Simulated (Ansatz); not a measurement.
# SiGeBH6Cl: small, medium and large basis sets

Aim: see how fast density functionals converge with the basis set for SiGeBH6Cl.

Method: one geometry, several basis sets; program: Ansatz 0.2.0, Gaussian basis.

Levels to be run: PBE0-D4/def2-SVP; ωB97M-V/def2-SVP; PBE0-D4/def2-QZVPP; ωB97M-V/def2-QZVPP; the functionals' def2-TZVPP values are taken from earlier runs.

## (1) Structure used throughout

An earlier PBE0-D4/def2-TZVP relaxation fixed the geometry.

SMILES `[SiH3][BH][GeH2][Cl]`, 10 atoms, charge 0, spin multiplicity 1.

Atoms are counted from 1 here; the program's logs count them from 0.

Bond lengths: Si1–B2 2.007 Å, Si1–H5 1.488 Å, Si1–H6 1.488 Å, Si1–H7 1.494 Å, B2–Ge3 2.051 Å, B2–H8 1.194 Å, Ge3–Cl4 2.169 Å, Ge3–H9 1.539 Å, Ge3–H10 1.541 Å. Angles: B2–Si1–H5 112.2°, B2–Si1–H6 113.8°, B2–Si1–H7 105.1°, H5–Si1–H6 109.0°, H5–Si1–H7 108.5°, H6–Si1–H7 108.1°, Si1–B2–Ge3 121.4°, Si1–B2–H8 119.6°, Ge3–B2–H8 118.9°, B2–Ge3–Cl4 112.2°, B2–Ge3–H9 112.9°, B2–Ge3–H10 111.2°, Cl4–Ge3–H9 105.7°, Cl4–Ge3–H10 105.9°, H9–Ge3–H10 108.5°.

## (2) PBE0-D4 in def2-SVP

in.yaml reads:

```yaml
crystal:
  periodic: [false, false, false]
  atoms:
    - {symbol: Si, position_ang: [-0.796340, 1.640380, 0.197487]}
    - {symbol: B, position_ang: [-0.162207, 0.002242, -0.773838]}
    - {symbol: Ge, position_ang: [0.875930, -1.478943, 0.193280]}
    - {symbol: Cl, position_ang: [1.199929, -3.212019, -1.069773]}
    - {symbol: H, position_ang: [-0.644252, 2.873202, -0.621868]}
    - {symbol: H, position_ang: [-0.136981, 1.850296, 1.514436]}
    - {symbol: H, position_ang: [-2.252316, 1.409332, 0.438792]}
    - {symbol: H, position_ang: [-0.422920, -0.135937, -1.930747]}
    - {symbol: H, position_ang: [0.145040, -2.004176, 1.442139]}
    - {symbol: H, position_ang: [2.277314, -0.995478, 0.612990]}
basis:
  gaussian: {orbitals: def2-SVP}
hamiltonian: {xc: pbe0, dispersion: d4}
output: {orbitals: {seedname: orbitals}}
```

On the command line:

```bash
ansatz run in.yaml --threads 4 --pin off --events-out ev --progress --plain --max-ram 10444MiB
```

The runs that follow: ωB97M-V in def2-SVP; PBE0-D4 in def2-QZVPP; ωB97M-V in def2-QZVPP.

Q: Predict the results of all the runs planned. Wanted: PBE0-D4: double and triple zeta above quadruple; ωB97M-V: double and triple zeta above quadruple.

As calculated:

```
                                       quantity           value
PBE0-D4: double and triple zeta above quadruple  16.90, 1.90 eV
ωB97M-V: double and triple zeta above quadruple  16.88, 1.84 eV
```

For PBE0-D4 the step from double to triple zeta gains 15.00 eV and the next only 1.90 eV. Total energies overstate the basis error of differences, where much of it tends to cancel.
